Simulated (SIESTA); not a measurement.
Write the native input for SIESTA 5.4.2 that does the following.

```
Task                : single point
Functional          : PBE
Potentials or basis : PseudoDojo 0.4 standard (PBE files)
Basis               : DZP (energy shift 0.003 Ry; two zetas on semicore shells)
Grid cutoff         : 500 Ry
Energy shift        : 0.003 Ry
k mesh              : 6 × 6 × 6
Occupations         : fermi-dirac, width 0.05 eV
Spin                : no spin polarisation
```

The system is InSb3.

```
CELL_PARAMETERS angstrom
0.00000 3.79455 3.79455
3.79455 0.00000 3.79455
3.79455 3.79455 0.00000
ATOMIC_POSITIONS crystal
Sb 0.50000 0.50000 0.50000
Sb 0.75000 0.75000 0.75000
Sb 0.25000 0.25000 0.25000
In 0.00000 0.00000 0.00000
```

The cell comes from a database or a generator and needn't be the stable form of this composition.

One way to write it, as run:

InSb3.fdf

```
SystemName                      InSb3
SystemLabel                     InSb3
NumberOfSpecies                 2
NumberOfAtoms                   4
%block ChemicalSpeciesLabel
  1  51 Sb
  2  49 In
%endblock ChemicalSpeciesLabel

LatticeConstant                 1.0 Ang
%block LatticeVectors
     0.0000000000     3.7945550000     3.7945550000
     3.7945550000     0.0000000000     3.7945550000
     3.7945550000     3.7945550000     0.0000000000
%endblock LatticeVectors
AtomicCoordinatesFormat         Fractional
%block AtomicCoordinatesAndAtomicSpecies
     0.5000000000     0.5000000000     0.5000000000  1  Sb
     0.7500000000     0.7500000000     0.7500000000  1  Sb
     0.2500000000     0.2500000000     0.2500000000  1  Sb
     0.0000000000     0.0000000000     0.0000000000  2  In
%endblock AtomicCoordinatesAndAtomicSpecies

%block kgrid.MonkhorstPack
    6   0   0  0.0
    0   6   0  0.0
    0   0   6  0.0
%endblock kgrid.MonkhorstPack
XC.Functional                   GGA
XC.Authors                      PBE
PAO.BasisSize                   DZP
PAO.EnergyShift                 0.003 Ry
Mesh.Cutoff                     500 Ry
OccupationFunction              FD
ElectronicTemperature           0.05 eV
MaxSCFIterations                120
SCF.MustConverge                false
SCF.Mixer.Method                Pulay
SCF.Mixer.Weight                0.25
SCF.Mixer.History               8
SCF.DM.Tolerance                5.0e-05
SCF.H.Tolerance                 1.0e-03 eV
WriteForces                     true
Charge.Mulliken                 end
%block PAO.Basis
  Sb 4
  n=5 0 2
    5.984 0.000
  n=5 1 2
    7.890 0.000
  n=4 2 2
    3.483 0.000
  n=5 2 1
    7.890
  In 4
  n=5 0 2
    6.996 0.000
  n=5 1 2
    9.500 0.000
  n=4 2 2
    4.106 0.000
  n=5 2 1
    9.500
%endblock PAO.Basis
```

Potentials or basis: PseudoDojo 0.4 standard (PBE files), DZP (energy shift 0.003 Ry; two zetas on semicore shells).

Launch:

```sh
$ siesta InSb3.fdf > InSb3.out 2>&1
```

It gave:

- Pressure: 1.3 GPa
- Band gap on the k mesh: none (metal or under the smearing width)

Caveat: the basis of atomic orbitals isn't converged, which shifts pressures, moduli and gaps.

Wall time 53 s on 1 thread of Arm Neoverse V2, on a shared host, peak memory 0.33 GiB.
